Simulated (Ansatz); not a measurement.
The system is NaLaMnMoO6.

```xyz
10
Lattice="5.1093 -0.0067 0.0106 -0.2394 5.6893 0.0070 -0.9290 -2.8254 5.1188" Properties=species:S:1:pos:R:3 pbc="T T T"
Na    1.9223    1.9516    0.3919
La   -0.6075    1.8350    3.5165
Mn    1.8742   -0.9083    2.0852
Mo    4.0976    4.6175    1.5746
O     2.6717    1.1441    5.1017
O     2.9598    3.6581    2.8448
O     3.1703    0.4987    1.9182
O     0.4613    3.2483    1.8839
O     0.7994   -0.1395    0.5996
O     0.3708   -0.2245    3.2390
```

The cell was built by a generator and needn't be a form met in nature.

Base run:

* Program: Ansatz 0.2.0
* Functional: PBEsol
* Potentials or basis: Ansatz PAW
* Cutoff: 420 eV (not typed: the program's choice for these potentials)
* k mesh: 6 × 6 × 5
* Occupations: fermi-dirac, width 0.05 eV
* Spin: collinear spin, ferromagnetic start
* Starting moments: [0.0, 0.0, 4.0, 1.0, 0.0, 0.0, 0.0, 0.0, 0.0, 0.0] μB

Its results: band gap on the k mesh 0.79 eV, indirect (least direct gap 1.03 eV); pressure -4.5 GPa; net moment 3.00 μB per cell; site moments Na +0.00; La +0.01; Mn +2.62; Mo -0.15; O +0.02, +0.00, +0.01, +0.07 μB; largest force 0.359 eV/Å.

Problem. After a change of settings the same cell gave: band gap on the k mesh 0.90 eV, indirect (least direct gap 1.11 eV); pressure 4.0 GPa; net moment 3.00 μB per cell; site moments Na +0.00; La +0.01; Mn +2.61; Mo -0.15; O +0.02, +0.01, +0.08 μB; largest force 0.408 eV/Å. Which change was it?
A. functional from PBEsol to HSE06; k mesh from 6 × 6 × 5 to 3 × 3 × 3
B. functional from PBEsol to r2SCAN0; cutoff from 420 eV (not typed: the program's choice for these potentials) to 500 eV (not typed: the program's choice for these potentials); k mesh from 6 × 6 × 5 to 3 × 3 × 3
C. functional from PBEsol to B3LYP; k mesh from 6 × 6 × 5 to 3 × 3 × 3
D. functional from PBEsol to BLYP

Solution. D.

BLYP binds less tightly than PBEsol, so the same cell stands under more pressure.

Caveats: spin-orbit coupling is left out, which moves the levels of the heavy elements; a cell with one magnetic atom can't hold antiferromagnetic order, which such compounds often take; the PAW data sets come from PBE, with cores solved anew for the run's functional, which leaves a small shift of forces and pressure; the starting moments weren't kept.

Runs at the PBE level aren't shown here.
